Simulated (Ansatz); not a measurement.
The system is HfIn4SiO6.

```
Hf In Si O
1.0
     5.27743    0.00000    0.00000
    -2.63872    4.57039    0.00000
     0.00000    0.00000   10.55905
Hf In Si O
1 4 1 6
Cartesian
  0.0000 0.0000 0.0000
  0.0000 3.0469 3.2148
  0.0000 3.0469 7.3442
  2.6387 1.5234 8.3331
  2.6387 1.5234 2.2260
  0.0000 3.0469 0.0000
  0.6361 1.6984 9.5002
  1.4859 3.1703 1.0589
  0.8498 4.2720 9.5002
  -0.6360 1.6984 1.0589
  -1.4858 3.1703 9.5002
  -0.8498 4.2720 1.0589
```

The cell was built by a generator and needn't be a form met in nature.

Base run:

* Program: Ansatz 0.2.0
* Functional: PBE
* Potentials or basis: Ansatz PAW
* Cutoff: 420 eV (not typed: the program's choice for these potentials)
* k mesh: 6 × 6 × 3
* Occupations: fermi-dirac, width 0.05 eV
* Spin: no spin polarisation
* Hubbard terms: Hf d U = 2 eV

Its results: band gap on the k mesh none (metal or under the smearing width); pressure 0.3 GPa; largest force 0.120 eV/Å.

The run is repeated on the same cell with these changes: hubbard terms from Hf d U = 2 eV to Hf d U = 8 eV. What comes out?

Band gap on the k mesh none (metal or under the smearing width); pressure 1.5 GPa; largest force 0.565 eV/Å.

Caveats: U without spin polarisation on a metal has little footing; the density of states is complete only up to the lowest level of the last band computed.
